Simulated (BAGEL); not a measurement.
**GaNH3Br (SMILES [NH2][GaH][Br]): HF/STO-3G (density fitting with qzvpp-jkfit)**

Aim: the energy change on altering one bond length of GaNH3Br at HF/STO-3G (density fitting with qzvpp-jkfit), from 2 runs. 

The calculation is run with BAGEL 1.2.2.

5 further runs of the same task are left out: 2 that didn't finish, 3 set aside as unsound or not needed. Runs told in other sessions of the task aren't counted.

## (1) The system as given

GaNH3Br: 6 atoms, total charge 0, spin state singlet. As SMILES, `[NH2][GaH][Br]`. Geometry: relaxed at PBE0-D4/def2-TZVP.

Bond lengths: N1–Ga2 1.800 Å, Ga2–Br3 2.293 Å, N1–H4 1.005 Å, N1–H5 1.006 Å, Ga2–H6 1.547 Å. Angles: N1–Ga2–Br3 113.9°, N1–Ga2–H6 125.6°, Br3–Ga2–H6 120.5°, Ga2–N1–H4 124.2°, Ga2–N1–H5 123.0°, H4–N1–H5 112.9°.

## (2) A single-point energy at HF/STO-3G (density fitting with qzvpp-jkfit)

Input file input.json:

```json
{ "bagel": [

{
  "title": "molecule",
  "basis": "sto-3g",
  "df_basis": "qzvpp-jkfit",
  "angstrom": true,
  "geometry": [
    { "atom": "N", "xyz": [      -0.577800,       0.217600,      -0.823700 ] },
    { "atom": "Ga", "xyz": [       0.349600,       0.051800,       0.710300 ] },
    { "atom": "Br", "xyz": [       1.605200,      -1.863400,       0.833300 ] },
    { "atom": "H", "xyz": [      -1.177000,       0.995300,      -1.039700 ] },
    { "atom": "H", "xyz": [      -0.547200,      -0.468200,      -1.558400 ] },
    { "atom": "H", "xyz": [       0.347300,       1.066900,       1.878100 ] }
  ]
},

{ "title": "hf" },

{ "title": "print", "file": "orbitals.molden", "orbitals": true }

]}
```

The run is started by

```
$ BAGEL_NUM_THREADS=1 BAGEL input.json > input.out
```

What it wrote:

```text
* using 1 threads per process

  ===============================================================
  ===============================================================

  *** Geometry ***

  { "atom" : "N", "xyz" : [     -1.091884,      0.411204,     -1.556567 ] },
  { "atom" : "Ga", "xyz" : [      0.660648,      0.097888,      1.342272 ] },
  { "atom" : "Br", "xyz" : [      3.033388,     -3.521316,      1.574709 ] },
  { "atom" : "H", "xyz" : [     -2.224208,      1.880844,     -1.964748 ] },
  { "atom" : "H", "xyz" : [     -1.034058,     -0.884770,     -2.944949 ] },
  { "atom" : "H", "xyz" : [      0.656302,      2.016149,      3.549095 ] },

  Number of auxiliary basis functions:      663

  Since a DF basis is specified, we compute 2- and 3-index integrals:
    o Being stored without compression. Storage requirement is 0.010 GB

  Number of basis functions:       44
  Number of electrons      :       76

    * METHOD: MOLECULE                             0.29

  *** RHF ***

  === Nuclear Repulsion ===
   399.7683083076

      * DIIS with orbital gradients will be used.

  === RHF iteration (sto-3g) ===
      0      -4501.06916284          0.00734606           0.07
      1      -4501.11440342          0.00251098           0.09
      2      -4501.11915874          0.00069591           0.06
      3      -4501.11973555          0.00017158           0.06
      4      -4501.11981469          0.00009332           0.07
      5      -4501.11984463          0.00004502           0.07
      6      -4501.11985299          0.00001938           0.07
      7      -4501.11985437          0.00000861           0.07
      8      -4501.11985466          0.00000269           0.07
      9      -4501.11985468          0.00000098           0.07
     10      -4501.11985468          0.00000033           0.07
     11      -4501.11985468          0.00000009           0.07
     12      -4501.11985468          0.00000004           0.06
     13      -4501.11985468          0.00000002           0.06
     14      -4501.11985468          0.00000001           0.07
     15      -4501.11985468          0.00000001           0.07
    * SCF iteration converged.

    * Permanent dipole moment:
           (    0.619325,    -0.679469,     0.366247) a.u.

    * METHOD: HF                                   1.27

    * METHOD: PRINT                                0.01

  ===============================================================
```

Run time: 1.8 s. Hardware: 1 thread of AMD EPYC 9B14 (Zen 4), shared host.

## (3) The distorted shape

Input file hf.json:

```json
{ "bagel": [

{
  "title": "molecule",
  "basis": "sto-3g",
  "df_basis": "qzvpp-jkfit",
  "angstrom": "true",
  "geometry": [
    { "atom": "N", "xyz": [      -0.575960,      -0.594499,      -1.757962 ] },
    { "atom": "Ga", "xyz": [       0.351440,      -0.760299,      -0.223962 ] },
    { "atom": "Br", "xyz": [       1.607040,      -2.675499,      -0.100962 ] },
    { "atom": "H", "xyz": [      -1.175160,       0.183201,      -1.973962 ] },
    { "atom": "H", "xyz": [      -0.545360,      -1.280299,      -2.492662 ] },
    { "atom": "H", "xyz": [       0.347300,       1.066900,       1.878100 ] }
  ]
},

{
  "title": "hf"
},

{
  "title": "print",
  "file": "orbitals.molden",
  "orbitals": "true"
}

]}
```

The run is started by

```
$ BAGEL_NUM_THREADS=1 BAGEL hf.json > hf.out
```

What it wrote:

```text
* using 1 threads per process

  ===============================================================
  ===============================================================

  *** Geometry ***

  { "atom" : "N", "xyz" : [     -1.088407,     -1.123440,     -3.322067 ] },
  { "atom" : "Ga", "xyz" : [      0.664125,     -1.436757,     -0.423227 ] },
  { "atom" : "Br", "xyz" : [      3.036865,     -5.055960,     -0.190791 ] },
  { "atom" : "H", "xyz" : [     -2.220731,      0.346200,     -3.730248 ] },
  { "atom" : "H", "xyz" : [     -1.030581,     -2.419414,     -4.710449 ] },
  { "atom" : "H", "xyz" : [      0.656302,      2.016149,      3.549095 ] },

  Number of auxiliary basis functions:      663

  Since a DF basis is specified, we compute 2- and 3-index integrals:
    o Being stored without compression. Storage requirement is 0.010 GB

  Number of basis functions:       44
  Number of electrons      :       76

    * METHOD: MOLECULE                             0.29

  *** RHF ***

  === Nuclear Repulsion ===
   393.3221560765

      * DIIS with orbital gradients will be used.

  === RHF iteration (sto-3g) ===
      0      -4500.75135275          0.01299443           0.07
      1      -4500.83694514          0.00833162           0.06
      2      -4500.89749286          0.00104764           0.07
      3      -4500.89970266          0.00048199           0.07
      4      -4500.90034303          0.00026373           0.07
      5      -4500.90057894          0.00014333           0.06
      6      -4500.90066246          0.00004607           0.07
      7      -4500.90066912          0.00002746           0.07
      8      -4500.90067233          0.00000998           0.07
      9      -4500.90067258          0.00000463           0.06
     10      -4500.90067263          0.00000228           0.07
     11      -4500.90067265          0.00000111           0.07
     12      -4500.90067265          0.00000071           0.07
     13      -4500.90067265          0.00000045           0.07
     14      -4500.90067265          0.00000030           0.07
     15      -4500.90067266          0.00000015           0.07
     16      -4500.90067266          0.00000008           0.07
     17      -4500.90067266          0.00000005           0.06
     18      -4500.90067266          0.00000003           0.06
     19      -4500.90067266          0.00000001           0.06
     20      -4500.90067266          0.00000001           0.06
    * SCF iteration converged.

    * Permanent dipole moment:
           (    0.581186,    -0.430578,     0.582822) a.u.

    * METHOD: HF                                   1.56

    * METHOD: PRINT                                0.01

  ===============================================================
```

Wall time 2 s (1 thread of AMD EPYC 9B14 (Zen 4), shared host).

## (4) Results

At HF/STO-3G (density fitting with qzvpp-jkfit):

```
                                                          quantity           value
                                         first shape: total energy  -4501.11985 Eh
                                        first shape: dipole moment          2.52 D
                                          first shape: HOMO energy        -7.50 eV
                                          first shape: LUMO energy         5.59 eV
                                        first shape: HOMO–LUMO gap        13.09 eV
                                     distorted shape: total energy  -4500.90067 Eh
                                    distorted shape: dipole moment          2.36 D
                                      distorted shape: HOMO energy        -5.81 eV
                                      distorted shape: LUMO energy         3.30 eV
                                    distorted shape: HOMO–LUMO gap         9.12 eV
energy change with the Ga2–H6 bond stretched from 1.547 to 2.785 Å        5.964 eV
```

**Reading.** With the Ga2–H6 bond stretched from 1.547 to 2.785 Å the energy rises by 5.96 eV (575 kJ/mol). The first shape isn't relaxed at this level, so the change isn't measured from a minimum. A restricted reference can't describe the breaking bond well at this length. The minimal basis adds a large error of its own.
